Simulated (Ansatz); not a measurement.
# YTl: the cost of one run

Program: Ansatz 0.2.0. Level of theory: DFT PBEsol, scalar-relativistic, plane waves, PAW. These are calculated values, not measurements.

1 further run of the same task is left out (set aside as unsound or not needed).

## 1. The structure to begin with

It takes space group R-3m (No. 166, trigonal). The conventional cell has a = 3.362 Å, b = 3.362 Å, c = 16.536 Å, α = 90.00°, β = 90.00°, γ = 120.00°. Tl (site symmetry -3m) has 6 Tl at 3.36 Å and 6 In at 3.37 Å as nearest neighbours. In (site symmetry -3m) has 6 In at 3.36 Å and 6 Tl at 3.37 Å as nearest neighbours.

As a file:

```cif
data_structure
_symmetry_space_group_name_H-M 'R-3m:H'
_symmetry_Int_Tables_number 166
_cell_length_a 3.3620
_cell_length_b 3.3620
_cell_length_c 16.5356
_cell_angle_alpha 90.000
_cell_angle_beta 90.000
_cell_angle_gamma 120.000
_cell_volume 161.87
loop_
_atom_site_label
_atom_site_type_symbol
_atom_site_symmetry_multiplicity
_atom_site_Wyckoff_symbol
_atom_site_fract_x
_atom_site_fract_y
_atom_site_fract_z
_atom_site_occupancy
Tl1 Tl 3 b 0.66667 0.33333 0.83333 1
In1 In 3 a 0.00000 0.00000 0.00000 1
```

It goes back to an entry of the Materials Project, which need not be the stable form.

This cell was relaxed beforehand with the same method: volume 26.98 Å³/atom, gap on the mesh none (metal).

## 2. In → Y: the starting cell

The start of YTl: fractional positions of relaxed TlIn, cell scaled by 1.112, a guess from tabulated radii.

## 3. A first look at the start (YTl)

The input, input.yaml:

```yaml
crystal:
  lattice:
    - [1.869977364, 1.0796319345, 6.1314695869]
    - [-1.869977364, 1.0796319345, 6.1314695869]
    - [0.0, -2.159263869, 6.1314695869]
  atoms:
    - { symbol: Tl, position: [0.5, 0.5, 0.5] }
    - { symbol: "Y", position: [0.0, 0.0, 0.0] }
basis:
  ecutwfc: 420
kpoints:
  mp_grid: { grid: [6, 6, 6] }
hamiltonian:
  xc: pbesol
scf:
  occupations: { method: gaussian, width: 0.1 }
output:
  forces: true
  stress: true
  eigenvalues: true
```

**Question.** How long does this run take on 1 thread of an Arm CPU, shared host, and how much memory does it need?

About 2.1 s, with a peak of 0.33 GiB.
